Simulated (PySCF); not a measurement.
# H4Mo (MoH4): the cost of one run

Computed with PySCF 2.14.0 and routines of our own; the level stands in each step. Atoms count from 0.

### Step 1. The starting structure

5 atoms, charge 0, multiplicity 1; geometry from: GFN2-xTB.

### Step 2. Relaxing the molecule at PBE0-D3(BJ)/def2-SVP

The job: settings as JSON, then the geometry in Å.

```
{"job": {"xc": "PBE0", "basis": "def2-SVP", "d3": "d3bj", "grid": 1, "maxiter": 30, "shake": 0.03, "kind": "geom"}, "charge": 0, "multiplicity": 1}
Mo     0.059990    -0.074690     0.011250
H     -0.006020    -0.032260     1.666150
H      1.512910     0.001250    -0.592270
H     -0.697720     1.378330    -0.549890
H     -0.794300    -1.383110    -0.597350
```

Started as:

```console
> OMP_NUM_THREADS=1 python heavy_run.py task.json out
```

This one command runs all jobs of the session in turn.

**Question.** How long does this first job take on 1 thread of Intel Xeon 6975P-C, shared host, and how much memory does it need?

About 11 s, with a peak of 0.24 GiB.
